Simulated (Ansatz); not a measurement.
# Cu (Copper): the cost of one run

Computed with Ansatz 0.2.0 (DFT PBEsol, frozen-core PAW and all-electron LAPW, scalar-relativistic unless said, unless a step's input says otherwise).

### 1 The structure to begin with

The structure is cubic, space group Fm-3m (No. 225). The conventional cell has a = 3.615 Å, b = 3.615 Å, c = 3.615 Å, α = 90.00°, β = 90.00°, γ = 90.00°. Around Cu (site symmetry m-3m) lie 12 Cu at 2.56 Å.

Coordinates:

```
Cu
1.0
     0.00000    1.80750    1.80750
     1.80750    0.00000    1.80750
     1.80750    1.80750    0.00000
Cu
1
Cartesian
  0.0000 0.0000 0.0000
```

Cartesian axes are those of the input's lattice vectors. The structure goes back to a database entry.

### 2 Cell and atoms relaxed, PAW

input.yaml

```yaml
crystal:
  lattice:
    - [0.0, 1.8075, 1.8075]
    - [1.8075, 0.0, 1.8075]
    - [1.8075, 1.8075, 0.0]
  atoms:
    - { symbol: Cu, position: [0.0, 0.0, 0.0] }
kpoints:
  mp_grid: { grid: [16, 16, 16] }
scf:
  occupations: { method: fermi_dirac, width: 0.08 }
hamiltonian:
  xc: pbesol
  pseudopotentials: { kind: paw }
relax:
  f_tol: 0.002
  max_steps: 80
  cell: {}
output:
  forces: true
  stress: true
```

Started as:

```
> ansatz run input.yaml --threads 1 --pin off --max-ram 3072MiB --backend cpu --events-out ev --progress --plain --runs-dir out
```

**Question.** How long does this run take on 1 thread of Arm Neoverse V2, shared host, and how much memory does it need?

About 6.4 s, with a peak of 0.28 GiB.
